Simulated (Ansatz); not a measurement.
# TeAs: the cost of one run

Method: DFT PBEsol, scalar-relativistic, plane waves, PAW, in Ansatz 0.2.0.

2 further runs of the same task are left out: 2 set aside as unsound or not needed.

## (1) The system as given

The structure is cubic, space group Fm-3m (No. 225). The conventional cell has a = 5.848 Å, b = 5.848 Å, c = 5.848 Å, α = 90.00°, β = 90.00°, γ = 90.00°. Te (site symmetry m-3m) has 6 As at 2.92 Å as nearest neighbours. As (site symmetry m-3m) has 6 Te at 2.92 Å as nearest neighbours.

Structure file:

```
Te As
1.0
     5.84801    0.00000    5.84801
     0.00000   -5.84801    5.84801
     5.84801   -5.84801    0.00000
Te As
8 8
Direct
  0.75000 0.75000 0.25000
  0.75000 0.25000 0.25000
  0.25000 0.75000 0.25000
  0.25000 0.25000 0.25000
  0.75000 0.75000 0.75000
  0.75000 0.25000 0.75000
  0.25000 0.75000 0.75000
  0.25000 0.25000 0.75000
  0.50000 0.00000 0.00000
  0.50000 0.50000 0.00000
  0.00000 0.00000 0.00000
  0.00000 0.50000 0.00000
  0.50000 0.00000 0.50000
  0.50000 0.50000 0.50000
  0.00000 0.00000 0.50000
  0.00000 0.50000 0.50000
```

It goes back to an entry of the Materials Project, which need not be the stable form.

It is built from the cell relaxed beforehand with the same method (25.00 Å³/atom).

## (2) Reference: the perfect supercell

The input, input.yaml:

```yaml
crystal:
  lattice:
    - [5.8480102337, 0.0, 5.8480102337]
    - [0.0, -5.8480102337, 5.8480102337]
    - [5.8480102337, -5.8480102337, 0.0]
  atoms:
    - { symbol: Te, position: [0.75, 0.75, 0.25] }
    - { symbol: Te, position: [0.75, 0.25, 0.25] }
    - { symbol: Te, position: [0.25, 0.75, 0.25] }
    - { symbol: Te, position: [0.25, 0.25, 0.25] }
    - { symbol: Te, position: [0.75, 0.75, 0.75] }
    - { symbol: Te, position: [0.75, 0.25, 0.75] }
    - { symbol: Te, position: [0.25, 0.75, 0.75] }
    - { symbol: Te, position: [0.25, 0.25, 0.75] }
    - { symbol: As, position: [0.5, 1.0, 0.0] }
    - { symbol: As, position: [0.5, 0.5, 0.0] }
    - { symbol: As, position: [0.0, 1.0, 0.0] }
    - { symbol: As, position: [0.0, 0.5, 0.0] }
    - { symbol: As, position: [0.5, 1.0, 0.5] }
    - { symbol: As, position: [0.5, 0.5, 0.5] }
    - { symbol: As, position: [0.0, 1.0, 0.5] }
    - { symbol: As, position: [0.0, 0.5, 0.5] }
  symmetry: { detect: false }
basis:
  ecutwfc: 420
kpoints:
  mp_grid: { grid: [4, 4, 4], shift: [0.5, 0.5, 0.5] }
hamiltonian:
  xc: pbesol
scf:
  occupations: { method: gaussian, width: 0.1 }
output:
  forces: true
  stress: true
  eigenvalues: true
```

Launch:

```
$ ansatz run input.yaml --threads 4 --pin off --max-ram 9216MiB --backend cpu --events-out ev --progress --plain --runs-dir out
```

What time and memory should one allow on 4 threads of Arm Neoverse V2, shared host?

About 45 s, with a peak of 2.2 GiB.
